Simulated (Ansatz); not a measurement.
# Hf2Si3N: the cost of one run

Computed with Ansatz 0.2.0 (DFT PBE, scalar-relativistic, plane waves, PAW, unless a step's input says otherwise).

## (1) The structure to begin with

It takes space group R-3m (No. 166, trigonal). Conventional cell: a = 5.252 Å, b = 5.252 Å, c = 12.466 Å, α = 90.00°, β = 90.00°, γ = 120.00°. Hf (site symmetry 3m) is surrounded by 9 Si at 3.02 to 3.05 Å and 3 N at 3.08 Å and 4 Hf at 3.09 to 3.22 Å. Around Si (site symmetry 2/m) lie 2 N at 2.57 Å and 4 Si at 2.63 Å and 6 Hf at 3.02 to 3.05 Å. Around N (site symmetry -3m) lie 6 Si at 2.57 Å and 6 Hf at 3.08 Å.

Coordinates:

```
CELL_PARAMETERS angstrom
2.62579 1.51600 4.15546
-2.62579 1.51600 4.15546
0.00000 -3.03200 4.15546
ATOMIC_POSITIONS crystal
Hf 0.62377 0.62377 0.62377
Hf 0.37623 0.37623 0.37623
Si 0.00000 0.50000 0.00000
Si 0.50000 0.00000 0.00000
Si 0.00000 0.00000 0.50000
N 0.00000 0.00000 0.00000
```

The cell is invented: species swapped into a database cell of Er2Al3Cu (R-3m, No. 166), with Hf on the Er sites, Si on the Al sites and N on the Cu sites. Its size is a rough estimate.

## (2) Probe: one point on a coarse mesh

File input.yaml:

```yaml
crystal:
  lattice:
    - [2.6257887, 1.51599981, 4.15546317]
    - [-2.6257887, 1.51599981, 4.15546317]
    - [0.0, -3.03199963, 4.15546317]
  atoms:
    - { symbol: Hf, position: [0.62376601, 0.62376601, 0.62376601] }
    - { symbol: Hf, position: [0.37623399, 0.37623399, 0.37623399] }
    - { symbol: Si, position: [0.0, 0.5, 0.0] }
    - { symbol: Si, position: [0.5, 0.0, 0.0] }
    - { symbol: Si, position: [0.0, 0.0, 0.5] }
    - { symbol: "N", position: [0.0, 0.0, 0.0] }
basis:
  ecutwfc: 420
kpoints:
  mp_grid: { grid: [6, 6, 6] }
hamiltonian:
  xc: pbe
scf:
  occupations: { method: gaussian, width: 0.1 }
  lower_state_search: "off"
output:
  forces: true
  stress: true
  eigenvalues: true
```

Launch:

```console
$ ansatz run input.yaml --threads 1 --pin off --max-ram 2560MiB --backend cpu --events-out ev --progress --plain --runs-dir out
```

**Question.** How long does this run take on 1 thread of Intel Xeon at 2.50GHz (Skylake/Cascade Lake), shared host, and how much memory does it need?

About 16 s, with a peak of 0.44 GiB.
